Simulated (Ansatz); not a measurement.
# The Ag+ ion: small, medium and large basis sets

How large a basis does the Ag+ ion need? Two functionals are run in growing sets.

The runs use Ansatz 0.2.0, Gaussian basis; one geometry, several basis sets.

The runs, in order: PBE0/def2-SVP; ωB97M-V/def2-SVP; PBE0/def2-QZVPP; ωB97M-V/def2-QZVPP; the functionals' def2-TZVPP values are taken from earlier runs.

## (1) The atom

SMILES `[Ag+]`, 1 atom, charge 1, spin multiplicity 1.

Ag takes the def2 core potential; no spin-orbit term is included.

## (2) PBE0 in def2-SVP

Contents of in.yaml:

```yaml
crystal:
  periodic: [false, false, false]
  atoms:
    - {symbol: Ag, position_ang: [0.000000, 0.000000, 0.000000]}
basis:
  gaussian: {orbitals: def2-SVP}
total_charge: 1
hamiltonian: {xc: pbe0}
output: {orbitals: {seedname: orbitals}}
```

The runs that follow: ωB97M-V in def2-SVP; PBE0 in def2-QZVPP; ωB97M-V in def2-QZVPP.

**Question.** What will the summary of the whole plan be? Wanted: PBE0: double and triple zeta above quadruple; ωB97M-V: double and triple zeta above quadruple.

As calculated:

| quantity | value |
| --- | --- |
| PBE0: double and triple zeta above quadruple | 1.00, 0.03 eV |
| ωB97M-V: double and triple zeta above quadruple | 1.03, 0.03 eV |

**Reading.** For PBE0 the step from double to triple zeta gains 0.97 eV and the next only 0.03 eV. Total energies overstate the basis error of differences, where much of it tends to cancel.
